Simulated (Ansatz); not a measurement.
# H4N2O2W: the cost of one run

The runs use Ansatz 0.2.0, Gaussian basis; the settings change from run to run.

## Step 1: The geometry

The geometry comes from an earlier relaxation with PBE0-D4 in a triple-zeta def2 set; it is a stationary point, not always the lowest conformer. W takes a core potential in def2 sets; no spin-orbit term is included.

SMILES `[NH2][W]([NH2])(=[O])=[O]`, 9 atoms, charge 0, spin multiplicity 1.

Atoms are counted from 1 here; the program's logs count them from 0.

Bond lengths: N1–W2 1.946 Å, N1–H6 1.008 Å, N1–H7 1.008 Å, W2–N3 1.946 Å, W2–O4 1.711 Å, W2–O5 1.711 Å, N3–H8 1.008 Å, N3–H9 1.008 Å. Angles: W2–N1–H6 123.8°, W2–N1–H7 123.8°, H6–N1–H7 111.7°, N1–W2–N3 111.8°, N1–W2–O4 107.8°, N1–W2–O5 107.8°, N3–W2–O4 107.8°, N3–W2–O5 107.8°, O4–W2–O5 113.8°, W2–N3–H8 123.8°, W2–N3–H9 123.8°, H8–N3–H9 111.7°.

## Step 2: wB97X/ANO-RCC-VTZP

File in.yaml:

```yaml
crystal:
  periodic: [false, false, false]
  atoms:
    - {symbol: N, position_ang: [-1.093028, 1.224570, -0.336675]}
    - {symbol: W, position_ang: [0.312006, -0.106475, -0.539790]}
    - {symbol: N, position_ang: [0.641192, -1.070374, 1.118398]}
    - {symbol: O, position_ang: [-0.206391, -1.240687, -1.710838]}
    - {symbol: O, position_ang: [1.752463, 0.713082, -0.963984]}
    - {symbol: H, position_ang: [-0.920512, 2.196046, -0.130107]}
    - {symbol: H, position_ang: [-2.060800, 1.058706, -0.564943]}
    - {symbol: H, position_ang: [0.217358, -1.956086, 1.346608]}
    - {symbol: H, position_ang: [1.357713, -0.818773, 1.781340]}
basis:
  gaussian: {orbitals: ANO-RCC-VTZP}
hamiltonian: {xc: {name: wB97X}}
output: {forces: true}
```

The run is started by

```bash
ansatz run in.yaml --threads 4 --pin off --events-out ev --progress --plain --max-ram 10444MiB
```

What time and memory should one allow on 4 threads of Arm Neoverse V1, shared host?

About 46 s, with a peak of 2.1 GiB.
